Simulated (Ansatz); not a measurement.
# GeH5NSn: ladder of basis sets, by script

Aim: a ladder of basis sets, for GeH5NSn, run from a script. SMILES: [NH]1[GeH2][SnH2]1.

Computed with Ansatz 0.2.0 through its Python package. The levels of theory stand in the script.

## Step 1: The system

Bond lengths: N1–Ge2 1.873 Å, N1–Sn3 1.979 Å, Ge2–Sn3 2.583 Å, N1–H4 1.002 Å, Ge2–H5 1.561 Å, Ge2–H6 1.553 Å, Sn3–H7 1.791 Å, Sn3–H8 1.716 Å. Angles (14 of 15 angles, heavy atoms first): N1–Ge2–Sn3 49.7°, Ge2–N1–Sn3 84.2°, N1–Sn3–Ge2 46.2°, N1–Ge2–H5 110.5°, N1–Ge2–H6 113.0°, Sn3–Ge2–H5 116.1°, Sn3–Ge2–H6 117.0°, Ge2–N1–H4 103.4°, Sn3–N1–H4 107.2°, N1–Sn3–H7 110.2°, N1–Sn3–H8 112.7°, Ge2–Sn3–H7 116.3°, Ge2–Sn3–H8 117.9°, H5–Ge2–H6 125.3°.

No structure file is read: the coordinates are typed or built in the script.

## Step 2: The code

basis_geh5nsn.py

```python
"""Basis-set convergence for GeH5NSn."""

import ansatz

XC = "hf"


def main() -> None:
    molecule = (
        ansatz.Crystal.molecule()
        .atom("N", (-0.5919, -0.3139, -0.8815))
        .atom("Ge", (-0.1766, 1.3143, -0.0531))
        .atom("Sn", (0.7385, -1.0624, 0.3778))
        .atom("H", (-1.5, -0.5338, -0.5188))
        .atom("H", (0.6691, 2.2139, -1.008))
        .atom("H", (-1.3012, 1.818, 0.8927))
        .atom("H", (2.2368, -1.5072, -0.497))
        .atom("H", (0.0174, -1.9859, 1.6321))
    )

    job = molecule.calculation().functional(XC)

    energies = {}
    for basis in ["def2-SVP", "def2-SVPD", "def2-TZVP", "def2-TZVPP"]:
        report = job.basis(gaussian=basis).run().report
        size = report["n_frozen"] + report["n_occupied"][0] + report["n_virtual"][0]
        energies[basis] = (report["reference_energy_ev"] / 27.211386246, report["free_energy_ev"] / 27.211386246)
        print(f"{basis:14s} {size:4d} orbitals  reference {energies[basis][0]:14.6f} Ha  total {energies[basis][1]:14.6f} Ha")

    last = energies["def2-TZVPP"][1]
    for basis, (_, total) in energies.items():
        print(f"{basis:14s} lies {27.211386 * (total - last):9.4f} eV above def2-TZVPP")


if __name__ == "__main__":
    main()
```

## Step 3: The input behind the calls

The package turns the script's settings into the engine's input (first run):

```yaml
crystal:
  periodic: [false, false, false]
  atoms:
    - { symbol: "N", position_ang: [-0.5919, -0.3139, -0.8815] }
    - { symbol: Ge, position_ang: [-0.1766, 1.3143, -0.0531] }
    - { symbol: Sn, position_ang: [0.7385, -1.0624, 0.3778] }
    - { symbol: H, position_ang: [-1.5, -0.5338, -0.5188] }
    - { symbol: H, position_ang: [0.6691, 2.2139, -1.008] }
    - { symbol: H, position_ang: [-1.3012, 1.818, 0.8927] }
    - { symbol: H, position_ang: [2.2368, -1.5072, -0.497] }
    - { symbol: H, position_ang: [0.0174, -1.9859, 1.6321] }
basis:
  gaussian:
    orbitals: def2-SVP
hamiltonian:
  xc: hf
```

## Step 4: Launch

Launch:

```sh
> python basis_geh5nsn.py
```

Log:

```text
def2-SVP         97 orbitals  reference   -2345.669648 Ha  total   -2345.669648 Ha
def2-SVPD       130 orbitals  reference   -2345.680424 Ha  total   -2345.680424 Ha
def2-TZVP       159 orbitals  reference   -2346.019498 Ha  total   -2346.019498 Ha
def2-TZVPP      199 orbitals  reference   -2346.021362 Ha  total   -2346.021362 Ha
def2-SVP       lies    9.5706 eV above def2-TZVPP
def2-SVPD      lies    9.2774 eV above def2-TZVPP
def2-TZVP      lies    0.0507 eV above def2-TZVPP
def2-TZVPP     lies    0.0000 eV above def2-TZVPP
```

Run time: 12 s. Hardware: 1 thread of Arm Neoverse V1, shared host; peak memory 0.44 GiB.

## Step 5: What changed from run to run

The engine's inputs for the other runs:

Run 2, against run 1:

```diff
@@ -14 +14 @@
-    orbitals: def2-SVP
+    orbitals: def2-SVPD
```

Run 3, against run 1:

```diff
@@ -14 +14 @@
-    orbitals: def2-SVP
+    orbitals: def2-TZVP
```

Run 4, against run 1:

```diff
@@ -14 +14 @@
-    orbitals: def2-SVP
+    orbitals: def2-TZVPP
```

Lines on the test bed's own set-up are left out of the output.

## Step 6: The engine's runs

From the records of these 4 runs:

```tsv
run	basis	energy (eV)	SCF cycles	CPU time (s)
1	def2-SVP	-63828.9228	12	2.1
2	def2-SVPD	-63829.2160	13	2.4
3	def2-TZVP	-63838.4427	12	3
4	def2-TZVPP	-63838.4934	12	3.8
```

## Step 7: Summary of results

```
                           quantity                      value
                      runs compared                          4
change of the total from set to set  -0.293, -9.227, -0.051 eV
```

Against def2-SVP: def2-SVPD -10.8 mHa, def2-TZVP -349.9 mHa and def2-TZVPP -351.7 mHa. The last step alone is -1.86 mHa (these two sets differ little on atoms other than hydrogen). From the first set to the last the time grows from 2.1 to 3.8 s. Notes:
- The geometry is a force-field or estimated start, not a minimum of this method, and the last set is no limit. Much of the fall in a total is atomic energy, which cancels in bond and reaction energies.
- def2 sets replace the cores of elements past krypton by effective core potentials.
